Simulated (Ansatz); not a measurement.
**CH5BGeO: basis-set convergence**

Aim: see how fast density functionals converge with the basis set for CH5BGeO.

Method: one geometry, several basis sets; program: Ansatz 0.2.0, Gaussian basis.

The runs, in order: PBE0-D4/def2-SVP; ωB97M-V/def2-SVP; PBE0-D4/def2-QZVPP; ωB97M-V/def2-QZVPP; the functionals' def2-TZVPP values are taken from earlier runs.

**1. The relaxed structure**

All runs share one geometry, relaxed beforehand with PBE0-D4 in a triple-zeta def2 set.

SMILES `C[B]1[O][GeH2]1`, 9 atoms, charge 0, spin multiplicity 1.

Atoms are counted from 1 here; the program's logs count them from 0.

Bond lengths: C1–B2 1.545 Å, C1–H5 1.093 Å, C1–H6 1.093 Å, C1–H7 1.093 Å, B2–O3 1.299 Å, B2–Ge4 2.033 Å, O3–Ge4 1.986 Å, Ge4–H8 1.541 Å, Ge4–H9 1.541 Å. Angles: B2–C1–H5 110.2°, B2–C1–H6 111.5°, B2–C1–H7 110.2°, H5–C1–H6 109.1°, H5–C1–H7 106.7°, H6–C1–H7 109.1°, C1–B2–O3 141.3°, C1–B2–Ge4 149.5°, O3–B2–Ge4 69.2°, B2–O3–Ge4 73.1°, B2–Ge4–O3 37.7°, B2–Ge4–H8 120.8°, B2–Ge4–H9 120.8°, O3–Ge4–H8 103.0°, O3–Ge4–H9 103.0°, H8–Ge4–H9 107.6°.

**2. PBE0-D4 in def2-SVP**

Contents of in.yaml:

```yaml
crystal:
  periodic: [false, false, false]
  atoms:
    - {symbol: C, position_ang: [-0.090933, 1.263902, -1.051430]}
    - {symbol: B, position_ang: [0.234592, 0.052924, -0.148327]}
    - {symbol: O, position_ang: [1.201005, -0.764838, 0.141977]}
    - {symbol: Ge, position_ang: [-0.353925, -1.289791, 1.259894]}
    - {symbol: H, position_ang: [-0.392484, 2.119214, -0.440982]}
    - {symbol: H, position_ang: [0.768045, 1.547753, -1.664312]}
    - {symbol: H, position_ang: [-0.935167, 1.030625, -1.705566]}
    - {symbol: H, position_ang: [-0.555048, -2.774878, 0.899440]}
    - {symbol: H, position_ang: [0.212516, -1.231013, 2.692205]}
basis:
  gaussian: {orbitals: def2-SVP}
hamiltonian: {xc: pbe0, dispersion: d4}
output: {orbitals: {seedname: orbitals}}
```

Run with:

```sh
$ ansatz run in.yaml --threads 2 --pin off --events-out ev --progress --plain --max-ram 4352MiB
```

Further steps of the session: ωB97M-V in def2-SVP; PBE0-D4 in def2-QZVPP; ωB97M-V in def2-QZVPP.

Before running them: what should the planned runs give, taken together? Wanted: PBE0-D4: double and triple zeta above quadruple; ωB97M-V: double and triple zeta above quadruple.

**Answer**, as computed:

| quantity | value |
| --- | --- |
| PBE0-D4: double and triple zeta above quadruple | 12.95, 1.45 eV |
| ωB97M-V: double and triple zeta above quadruple | 13.05, 1.40 eV |

What this shows: PBE0-D4 gains 11.51 eV from double to triple zeta, then 1.45 eV more. These are total energies; as a rule much of such shifts cancels in differences, which this series doesn't test.
